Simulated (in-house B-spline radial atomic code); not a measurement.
# In⁺ in a hard spherical wall

Aim: energy and levels of In⁺ squeezed by an impenetrable sphere of shrinking radius. More than one configuration is followed.

Method: Dirac-Coulomb LDA (Slater, VWN5), spherical fractional occupations, Fermi nucleus, basis-set limit. Code: in-house B-spline radial atomic code version 1.

### 1 Starting point

| Item | Value |
| --- | --- |
| element | indium (Z = 49) |
| charge | +1 |
| electrons | 48 |
| configuration | [Kr] 4d10 5s2 |
| Hamiltonian | Dirac-Coulomb |
| nucleus | Fermi, rms radius 4.616 fm |

The outer shells:

[Kr] 4d10 5s2
```
[Kr] core
4d [↑↓][↑↓][↑↓][↑↓][↑↓]
5s [↑↓]
```

Settings of the run:

```ini
Z = 49
electrons = 48.0
configuration = [Kr] 4d10 5s2
hamiltonian = dirac
method = lda,vwn
spin_polarised = False
nucleus = fermi
rms_radius = 4.6156
mass_number = 115
atomic_mass = 114.903878772
speed_of_light = 137.035999084
```

From the earlier run of the reference: total energy -5877.695432 hartree. Levels, eight at most:

```
orbital  occupation  energy (eV)  <r> (bohr)
  3d3/2           4      -444.80      0.3225
  3d5/2           6      -437.00      0.3261
  4s1/2           2      -126.95      0.8477
  4p1/2           2      -90.231      0.9007
  4p3/2           4      -83.502      0.9317
  4d3/2           4      -26.780       1.171
  4d5/2           6      -25.911       1.188
  5s1/2           2      -15.301       2.465
```

### 2 Wall at 6.02 bohr, configuration [Kr] 4d10 5s2

Changes to the settings of step 1:

```diff
@@ -11 +11,2 @@
 speed_of_light = 137.035999084
+wall_radius = 6.02
```

Results of the run (chosen fields of its result record, rounded):

```text
status: converged
iterations: 9
energy [hartree]: {"total": -5877.68953191, "kinetic": 6174.17862857, "nuclear": -14255.801714, "coulomb": 2358.43811145, "xc": -154.504557915}
breit [hartree]: {"gaunt": 4.591112, "retardation": -0.468577, "frequency_dependence": -0.03766291}
qed [hartree]: {"self_energy": 3.103199, "uehling": -0.3979073, "wichmann_kroll": 0.007929663}
recoil [hartree]: 0.01914034
total_with_corrections [hartree]: -5870.87229827
orbitals [hartree, bohr; first row names the columns]:
  - ["name", "occ", "eps", "<r>"]
  - ["1s1/2", 2.0, -1018.299, 0.02974]
  - ["2s1/2", 2.0, -152.69137, 0.12824]
  - ["2p1/2", 2.0, -142.49845, 0.1085]
  - ["2p3/2", 4.0, -134.76026, 0.11378]
  - ["3s1/2", 2.0, -29.175363, 0.34896]
  - ["3p1/2", 2.0, -25.054792, 0.3398]
  - ["3p3/2", 4.0, -23.657228, 0.35097]
  - ["3d3/2", 4.0, -16.338374, 0.3225]
  - ["3d5/2", 6.0, -16.051709, 0.32606]
  - ["4s1/2", 2.0, -4.6575456, 0.84769]
  - ["4p1/2", 2.0, -3.3082671, 0.90068]
  - ["4p3/2", 4.0, -3.0609655, 0.9317]
  - ["4d3/2", 4.0, -0.97673525, 1.1712]
  - ["4d5/2", 6.0, -0.94480981, 1.188]
  - ["5s1/2", 2.0, -0.55428914, 2.4202]
sum_r [bohr^k]: {"-1": 290.9375, "1": 30.89228, "2": 39.87082}
energy_minus_base [hartree]: 0.00590034359
energy_minus_base_with_corrections [hartree]: 0.0059420922
```

Run time: 0.97 s. Hardware: 1 thread, shared host.

energy_minus_base is the energy less that of the reference run.

### 3 Wall at 3.79 bohr, configuration [Kr] 4d10 5s2

Changes to the settings of step 2:

```diff
@@ -11,2 +11,2 @@
 speed_of_light = 137.035999084
-wall_radius = 6.02
+wall_radius = 3.79
```

Main fields:

```text
status: converged
iterations: 9
energy [hartree]: {"total": -5877.44035573, "kinetic": 6175.59439607, "nuclear": -14262.4318317, "coulomb": 2364.07757797, "xc": -154.680498074}
breit [hartree]: {"gaunt": 4.59149, "retardation": -0.4685989, "frequency_dependence": -0.03765535}
qed [hartree]: {"self_energy": 3.103685, "uehling": -0.3979654, "wichmann_kroll": 0.007930806}
recoil [hartree]: 0.01913787
total_with_corrections [hartree]: -5870.62233192
orbitals [hartree, bohr; first row names the columns]:
  - ["name", "occ", "eps", "<r>"]
  - ["1s1/2", 2.0, -1018.1696, 0.02974]
  - ["2s1/2", 2.0, -152.56589, 0.12824]
  - ["2p1/2", 2.0, -142.37258, 0.1085]
  - ["2p3/2", 4.0, -134.63453, 0.11378]
  - ["3s1/2", 2.0, -29.052014, 0.34897]
  - ["3p1/2", 2.0, -24.931354, 0.33982]
  - ["3p3/2", 4.0, -23.533921, 0.35099]
  - ["3d3/2", 4.0, -16.214926, 0.32252]
  - ["3d5/2", 6.0, -15.928298, 0.32608]
  - ["4s1/2", 2.0, -4.5416742, 0.84839]
  - ["4p1/2", 2.0, -3.1937042, 0.90203]
  - ["4p3/2", 4.0, -2.9471345, 0.93333]
  - ["4d3/2", 4.0, -0.86819965, 1.1673]
  - ["4d5/2", 6.0, -0.83645117, 1.1826]
  - ["5s1/2", 2.0, -0.38069409, 2.0715]
sum_r [bohr^k]: {"-1": 291.0728, "1": 30.15784, "2": 35.78108}
energy_minus_base [hartree]: 0.255076522
energy_minus_base_with_corrections [hartree]: 0.255908442
```

Wall time 0.78 s (1 thread, shared host).

### 4 Wall at 2.06 bohr, configuration [Kr] 4d10 5s2

Changes to the settings of step 3:

```diff
@@ -11,2 +11,2 @@
 speed_of_light = 137.035999084
-wall_radius = 3.79
+wall_radius = 2.06
```

Main fields:

```text
status: converged
iterations: 8
energy [hartree]: {"total": -5869.4854224, "kinetic": 6208.47337873, "nuclear": -14349.3692576, "coulomb": 2428.54259069, "xc": -157.132134227}
breit [hartree]: {"gaunt": 4.600188, "retardation": -0.469671, "frequency_dependence": -0.03755446}
qed [hartree]: {"self_energy": 3.108478, "uehling": -0.3985397, "wichmann_kroll": 0.007942106}
recoil [hartree]: 0.0190469
total_with_corrections [hartree]: -5862.65553233
orbitals [hartree, bohr; first row names the columns]:
  - ["name", "occ", "eps", "<r>"]
  - ["1s1/2", 2.0, -1016.4503, 0.029741]
  - ["2s1/2", 2.0, -150.89524, 0.12827]
  - ["2p1/2", 2.0, -140.69229, 0.10852]
  - ["2p3/2", 4.0, -132.95698, 0.1138]
  - ["3s1/2", 2.0, -27.523844, 0.34961]
  - ["3p1/2", 2.0, -23.397685, 0.34061]
  - ["3p3/2", 4.0, -22.007418, 0.35187]
  - ["3d3/2", 4.0, -14.669303, 0.32383]
  - ["3d5/2", 6.0, -14.385007, 0.32743]
  - ["4s1/2", 2.0, -3.374704, 0.85841]
  - ["4p1/2", 2.0, -2.0421654, 0.90248]
  - ["4p3/2", 4.0, -1.8055883, 0.92721]
  - ["4d3/2", 4.0, 0.35275694, 1.0208]
  - ["4d5/2", 6.0, 0.38966149, 1.0267]
  - ["5s1/2", 2.0, 2.450281, 1.2781]
sum_r [bohr^k]: {"-1": 292.847, "1": 27.06635, "2": 25.28301}
energy_minus_base [hartree]: 8.21000986
energy_minus_base_with_corrections [hartree]: 8.22270803
```

It took 0.61 s on 1 thread, shared host.

### 5 Wall at 6.02 bohr, configuration [Kr] 4d9 5s2 5f1

Settings of the run:

```ini
Z = 49
electrons = 48.0
configuration = [Kr] 4d9 5s2 5f1
hamiltonian = dirac
method = lda,vwn
spin_polarised = False
nucleus = fermi
rms_radius = 4.6156
mass_number = 115
atomic_mass = 114.903878772
speed_of_light = 137.035999084
wall_radius = 6.02
```

Main fields:

```text
status: converged
iterations: 9
energy [hartree]: {"total": -5875.90930781, "kinetic": 6173.82185803, "nuclear": -14242.3266083, "coulomb": 2346.73304619, "xc": -154.137603738}
breit [hartree]: {"gaunt": 4.591026, "retardation": -0.4685547, "frequency_dependence": -0.03767575}
qed [hartree]: {"self_energy": 3.103536, "uehling": -0.3979439, "wichmann_kroll": 0.00793039}
recoil [hartree]: 0.01913865
total_with_corrections [hartree]: -5869.09185101
orbitals [hartree, bohr; first row names the columns]:
  - ["name", "occ", "eps", "<r>"]
  - ["1s1/2", 2.0, -1018.5794, 0.02974]
  - ["2s1/2", 2.0, -152.97762, 0.12824]
  - ["2p1/2", 2.0, -142.78484, 0.1085]
  - ["2p3/2", 4.0, -135.04666, 0.11378]
  - ["3s1/2", 2.0, -29.44325, 0.34889]
  - ["3p1/2", 2.0, -25.323359, 0.33973]
  - ["3p3/2", 4.0, -23.925043, 0.35089]
  - ["3d3/2", 4.0, -16.609266, 0.32236]
  - ["3d5/2", 6.0, -16.322328, 0.32592]
  - ["4s1/2", 2.0, -4.8890518, 0.84446]
  - ["4p1/2", 2.0, -3.5338702, 0.89524]
  - ["4p3/2", 4.0, -3.2831925, 0.92534]
  - ["4d3/2", 3.6, -1.1736598, 1.1382]
  - ["4d5/2", 5.4, -1.1400247, 1.153]
  - ["5s1/2", 2.0, -0.64199065, 2.332]
  - ["5f5/2", 0.42857, 0.67941885, 2.9632]
  - ["5f7/2", 0.57143, 0.67998841, 2.9655]
sum_r [bohr^k]: {"-1": 290.6625, "1": 32.14681, "2": 47.28045}
energy_minus_base [hartree]: 1.78612444
energy_minus_base_with_corrections [hartree]: 1.78638935
```

Run time: 1.2 s. Hardware: 1 thread, shared host.

### 6 Wall at 3.79 bohr, configuration [Kr] 4d9 5s2 5f1

Changes to the settings of step 5:

```diff
@@ -11,2 +11,2 @@
 speed_of_light = 137.035999084
-wall_radius = 6.02
+wall_radius = 3.79
```

Main fields:

```text
status: converged
iterations: 9
energy [hartree]: {"total": -5874.72752845, "kinetic": 6175.88177522, "nuclear": -14253.8771337, "coulomb": 2357.72282913, "xc": -154.45499913}
breit [hartree]: {"gaunt": 4.590471, "retardation": -0.4684543, "frequency_dependence": -0.03766471}
qed [hartree]: {"self_energy": 3.103864, "uehling": -0.3979852, "wichmann_kroll": 0.007931202}
recoil [hartree]: 0.01913205
total_with_corrections [hartree]: -5867.9102344
orbitals [hartree, bohr; first row names the columns]:
  - ["name", "occ", "eps", "<r>"]
  - ["1s1/2", 2.0, -1018.3474, 0.02974]
  - ["2s1/2", 2.0, -152.74162, 0.12824]
  - ["2p1/2", 2.0, -142.5503, 0.1085]
  - ["2p3/2", 4.0, -134.81177, 0.11377]
  - ["3s1/2", 2.0, -29.190993, 0.34887]
  - ["3p1/2", 2.0, -25.071741, 0.3397]
  - ["3p3/2", 4.0, -23.67309, 0.35087]
  - ["3d3/2", 4.0, -16.359298, 0.32232]
  - ["3d5/2", 6.0, -16.072207, 0.32588]
  - ["4s1/2", 2.0, -4.6560916, 0.84685]
  - ["4p1/2", 2.0, -3.3054859, 0.89934]
  - ["4p3/2", 4.0, -3.057359, 0.93015]
  - ["4d3/2", 3.6, -0.96591368, 1.1521]
  - ["4d5/2", 5.4, -0.93334463, 1.1667]
  - ["5s1/2", 2.0, -0.43103157, 2.0595]
  - ["5f5/2", 0.42857, 1.7768007, 1.8413]
  - ["5f7/2", 0.57143, 1.7792887, 1.8425]
sum_r [bohr^k]: {"-1": 290.8982, "1": 30.63512, "2": 37.90323}
energy_minus_base [hartree]: 2.9679038
energy_minus_base_with_corrections [hartree]: 2.96800597
```

Wall time 0.95 s (1 thread, shared host).

### 7 Wall at 2.06 bohr, configuration [Kr] 4d9 5s2 5f1

Changes to the settings of step 6:

```diff
@@ -11,2 +11,2 @@
 speed_of_light = 137.035999084
-wall_radius = 3.79
+wall_radius = 2.06
```

Main fields:

```text
status: converged
iterations: 8
energy [hartree]: {"total": -5863.0891229, "kinetic": 6212.82720118, "nuclear": -14346.4770075, "coulomb": 2427.57331772, "xc": -157.012634254}
breit [hartree]: {"gaunt": 4.597969, "retardation": -0.4694357, "frequency_dependence": -0.0375544}
qed [hartree]: {"self_energy": 3.108498, "uehling": -0.3985448, "wichmann_kroll": 0.007942209}
recoil [hartree]: 0.01901098
total_with_corrections [hartree]: -5856.26123731
orbitals [hartree, bohr; first row names the columns]:
  - ["name", "occ", "eps", "<r>"]
  - ["1s1/2", 2.0, -1016.51, 0.029741]
  - ["2s1/2", 2.0, -150.93818, 0.12825]
  - ["2p1/2", 2.0, -140.74084, 0.10851]
  - ["2p3/2", 4.0, -133.00412, 0.11379]
  - ["3s1/2", 2.0, -27.507154, 0.3496]
  - ["3p1/2", 2.0, -23.383123, 0.34058]
  - ["3p3/2", 4.0, -21.992167, 0.35186]
  - ["3d3/2", 4.0, -14.660606, 0.32376]
  - ["3d5/2", 6.0, -14.375851, 0.32737]
  - ["4s1/2", 2.0, -3.4054929, 0.85927]
  - ["4p1/2", 2.0, -2.0745098, 0.9033]
  - ["4p3/2", 4.0, -1.8388602, 0.92792]
  - ["4d3/2", 3.6, 0.31787555, 1.0213]
  - ["4d5/2", 5.4, 0.35467144, 1.0271]
  - ["5s1/2", 2.0, 2.4241902, 1.2778]
  - ["5f5/2", 0.42857, 6.7392777, 1.0999]
  - ["5f7/2", 0.57143, 6.7485354, 1.1004]
sum_r [bohr^k]: {"-1": 292.788, "1": 27.15085, "2": 25.59048}
energy_minus_base [hartree]: 14.6063093
energy_minus_base_with_corrections [hartree]: 14.6170031
```

Run time: 0.84 s. Hardware: 1 thread, shared host.

### 8 Wall at 6.02 bohr, configuration [Ar] 3d9 4s2 4p6 4d10 5s2 5f1

Settings of the run:

```ini
Z = 49
electrons = 48.0
configuration = [Ar] 3d9 4s2 4p6 4d10 5s2 5f1
hamiltonian = dirac
method = lda,vwn
spin_polarised = False
nucleus = fermi
rms_radius = 4.6156
mass_number = 115
atomic_mass = 114.903878772
speed_of_light = 137.035999084
wall_radius = 6.02
```

Main fields:

```text
status: converged
iterations: 9
energy [hartree]: {"total": -5860.20731526, "kinetic": 6158.53197344, "nuclear": -14182.1074397, "coulomb": 2316.19440531, "xc": -152.826254301}
breit [hartree]: {"gaunt": 4.581654, "retardation": -0.4677499, "frequency_dependence": -0.0377934}
qed [hartree]: {"self_energy": 3.105504, "uehling": -0.3981474, "wichmann_kroll": 0.007934454}
recoil [hartree]: 0.01915086
total_with_corrections [hartree]: -5853.39676248
orbitals [hartree, bohr; first row names the columns]:
  - ["name", "occ", "eps", "<r>"]
  - ["1s1/2", 2.0, -1019.8449, 0.029741]
  - ["2s1/2", 2.0, -154.27754, 0.1282]
  - ["2p1/2", 2.0, -144.09112, 0.10847]
  - ["2p3/2", 4.0, -136.35139, 0.11374]
  - ["3s1/2", 2.0, -30.276421, 0.34661]
  - ["3p1/2", 2.0, -26.179736, 0.33701]
  - ["3p3/2", 4.0, -24.754462, 0.34792]
  - ["3d3/2", 3.6, -17.527157, 0.31813]
  - ["3d5/2", 5.4, -17.2321, 0.32157]
  - ["4s1/2", 2.0, -5.0389526, 0.8316]
  - ["4p1/2", 2.0, -3.6661717, 0.87839]
  - ["4p3/2", 4.0, -3.403387, 0.90788]
  - ["4d3/2", 4.0, -1.2511834, 1.0988]
  - ["4d5/2", 6.0, -1.2146115, 1.1131]
  - ["5s1/2", 2.0, -0.64739863, 2.3118]
  - ["5f5/2", 0.42857, 0.68166173, 2.9308]
  - ["5f7/2", 0.57143, 0.68234374, 2.9337]
sum_r [bohr^k]: {"-1": 289.4335, "1": 32.30962, "2": 46.96344}
energy_minus_base [hartree]: 17.488117
energy_minus_base_with_corrections [hartree]: 17.4814779
```

Run time: 1.2 s. Hardware: 1 thread, shared host.

### 9 Wall at 3.79 bohr, configuration [Ar] 3d9 4s2 4p6 4d10 5s2 5f1

Changes to the settings of step 8:

```diff
@@ -11,2 +11,2 @@
 speed_of_light = 137.035999084
-wall_radius = 6.02
+wall_radius = 3.79
```

Main fields:

```text
status: converged
iterations: 9
energy [hartree]: {"total": -5859.06733723, "kinetic": 6160.45805176, "nuclear": -14193.4104698, "coulomb": 2327.02613853, "xc": -153.141057763}
breit [hartree]: {"gaunt": 4.581011, "retardation": -0.4676329, "frequency_dependence": -0.03778274}
qed [hartree]: {"self_energy": 3.105822, "uehling": -0.3981874, "wichmann_kroll": 0.007935242}
recoil [hartree]: 0.0191455
total_with_corrections [hartree]: -5852.25702685
orbitals [hartree, bohr; first row names the columns]:
  - ["name", "occ", "eps", "<r>"]
  - ["1s1/2", 2.0, -1019.6178, 0.029741]
  - ["2s1/2", 2.0, -154.04585, 0.1282]
  - ["2p1/2", 2.0, -143.86111, 0.10847]
  - ["2p3/2", 4.0, -136.12097, 0.11374]
  - ["3s1/2", 2.0, -30.026696, 0.34659]
  - ["3p1/2", 2.0, -25.930717, 0.33698]
  - ["3p3/2", 4.0, -24.505081, 0.34789]
  - ["3d3/2", 3.6, -17.279982, 0.31808]
  - ["3d5/2", 5.4, -16.984753, 0.32152]
  - ["4s1/2", 2.0, -4.8083609, 0.83384]
  - ["4p1/2", 2.0, -3.4398439, 0.88215]
  - ["4p3/2", 4.0, -3.1795597, 0.91231]
  - ["4d3/2", 4.0, -1.0440262, 1.1126]
  - ["4d5/2", 6.0, -1.0085365, 1.1269]
  - ["5s1/2", 2.0, -0.44215896, 2.0485]
  - ["5f5/2", 0.42857, 1.7481071, 1.815]
  - ["5f7/2", 0.57143, 1.7510245, 1.8163]
sum_r [bohr^k]: {"-1": 289.6642, "1": 30.83371, "2": 37.82192}
energy_minus_base [hartree]: 18.628095
energy_minus_base_with_corrections [hartree]: 18.6212135
```

Run time: 0.94 s. Hardware: 1 thread, shared host.

### 10 Wall at 2.06 bohr, configuration [Ar] 3d9 4s2 4p6 4d10 5s2 5f1

Changes to the settings of step 9:

```diff
@@ -11,2 +11,2 @@
 speed_of_light = 137.035999084
-wall_radius = 3.79
+wall_radius = 2.06
```

Main fields:

```text
status: converged
iterations: 8
energy [hartree]: {"total": -5847.83636755, "kinetic": 6196.59250054, "nuclear": -14282.9070768, "coulomb": 2394.1159887, "xc": -155.637780008}
breit [hartree]: {"gaunt": 4.588264, "retardation": -0.4685641, "frequency_dependence": -0.03767232}
qed [hartree]: {"self_energy": 3.110388, "uehling": -0.3987391, "wichmann_kroll": 0.007946094}
recoil [hartree]: 0.01903105
total_with_corrections [hartree]: -5841.01571427
orbitals [hartree, bohr; first row names the columns]:
  - ["name", "occ", "eps", "<r>"]
  - ["1s1/2", 2.0, -1017.8428, 0.029741]
  - ["2s1/2", 2.0, -152.30387, 0.12821]
  - ["2p1/2", 2.0, -142.11324, 0.10848]
  - ["2p3/2", 4.0, -134.37487, 0.11375]
  - ["3s1/2", 2.0, -28.402855, 0.34728]
  - ["3p1/2", 2.0, -24.301745, 0.3378]
  - ["3p3/2", 4.0, -22.883548, 0.34882]
  - ["3d3/2", 3.6, -15.639603, 0.31937]
  - ["3d5/2", 5.4, -15.346599, 0.32285]
  - ["4s1/2", 2.0, -3.5957011, 0.84589]
  - ["4p1/2", 2.0, -2.2460099, 0.88753]
  - ["4p3/2", 4.0, -1.9985333, 0.91233]
  - ["4d3/2", 4.0, 0.18991552, 1.002]
  - ["4d5/2", 6.0, 0.22889403, 1.0082]
  - ["5s1/2", 2.0, 2.3248096, 1.2796]
  - ["5f5/2", 0.42857, 6.570611, 1.1004]
  - ["5f7/2", 0.57143, 6.5805882, 1.1008]
sum_r [bohr^k]: {"-1": 291.4906, "1": 27.47975, "2": 25.96357}
energy_minus_base [hartree]: 29.8590647
energy_minus_base_with_corrections [hartree]: 29.8625261
```

It took 0.86 s on 1 thread, shared host.

### 11 Results against the radius

| configuration | radius (bohr) | energy above the free system (eV) | highest level (eV) |
| --- | --- | --- | --- |
| [Kr] 4d10 5s2 | 6.02 | 0.161 | -15.083 (5s1/2) |
| [Kr] 4d10 5s2 | 3.79 | 6.941 | -10.359 (5s1/2) |
| [Kr] 4d10 5s2 | 2.06 | 223.41 | 66.676 (5s1/2) |
| [Kr] 4d9 5s2 5f1 | 6.02 | 48.603 | 18.503 (5f7/2) |
| [Kr] 4d9 5s2 5f1 | 3.79 | 80.761 | 48.417 (5f7/2) |
| [Kr] 4d9 5s2 5f1 | 2.06 | 397.46 | 183.64 (5f7/2) |
| [Ar] 3d9 4s2 4p6 4d10 5s2 5f1 | 6.02 | 475.88 | 18.568 (5f7/2) |
| [Ar] 3d9 4s2 4p6 4d10 5s2 5f1 | 3.79 | 506.90 | 47.648 (5f7/2) |
| [Ar] 3d9 4s2 4p6 4d10 5s2 5f1 | 2.06 | 812.51 | 179.07 (5f7/2) |

For [Kr] 4d10 5s2 the energy above the free reference is 0.161 eV at 6.02 bohr and 223.41 eV at 2.06 bohr. Its highest level passes zero between 3.79 and 2.06 bohr; in smaller spheres the level is positive, pushed up by confinement, and the wall keeps the electron in. Of [Kr] 4d10 5s2 and [Kr] 4d9 5s2 5f1, the first stays lower at every radius that both share. At 2.06 bohr the lowest of all 3 is [Kr] 4d10 5s2. A hard wall is a crude model of an atom's surroundings.
